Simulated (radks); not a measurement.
**Valence configurations of Ce**

One table from this session's results is given with a row withheld; the runs are named, their logs left out.

The numbers are computed with radks (a radial shooting solver on a logarithmic mesh, Libxc functionals) version 1 (scalar-relativistic Kohn-Sham, SCAN, spin-polarised, spherical densities, finite nucleus; open shells are filled with parallel spins first), except any that are marked as measured or tabulated.

### What is computed

```
element            : cerium (Z = 58)
charge             : 0
electrons          : 58
configuration      : [Xe] 4f1 5d1 6s2
nuclear rms radius : 4.8771 fm
others tried       : 5d1 6s2 6p1; 4f1 5d1 6s1 6p1; 4f1 5d2 6s1; 4f1 5d0.5 6s2 6p0.5; 4f0.5 5d1 6s1.5 6p1; 5d2 6s2; 4f3 5d1; 4f1 5d1 6s1.5 6p0.5; 4f0.5 5d1.5 6s2
```

Outer shells as boxes (Hund's rule):

Ce
```
[Xe] core
4f [↑ ][  ][  ][  ][  ][  ][  ]
5d [↑ ][  ][  ][  ][  ]
6s [↑↓]
```

Set-up of the first run:

The run's settings:

```text
Z 58
configuration [Xe] 4f1 5d1 6s2
relativity scalar-relativistic
functional scan,scan
spin polarised
nucleus finite rms 4.8771 fm
c 137.035999084
```

Steps of the session up to this table: [Xe] 4f1 5d1 6s2.

One table of the session follows, with a row left open; its other results are not shown here.

It belongs to the step «[Xe] 4f1 5d1 6s2». Sizes of the orbitals, from the radial functions (bohr):

| level | <r> | outermost maximum (interpolated) | 90 % within | nodes |
| --- | --- | --- | --- | --- |
| 5p up | 1.765 | 1.55 | 2.58 | 3 |
| 5p down | 1.756 | 1.54 | 2.56 | 3 |
| 4f up | 1.113 | 0.707 | 1.93 | 0 |
| 4f down | 1.111 | 0.707 | 1.92 | 0 |
| 6s up | 4.197 | 3.61 | 6.15 | 5 |
| 6s down | 4.580 | 3.92 | 6.72 | 5 |
| 5d up | ? | ? | ? | ? |
| 5d down | 3.128 | 2.10 | 5.19 | 2 |

Q: Estimate the row for 5d up from the others.

The run gave: <r>: 2.921; outermost maximum (interpolated): 2.21; 90 % within: 4.66; nodes: 2. In the column «<r>» it lies between 5p up (1.765) and 5d down (3.128).
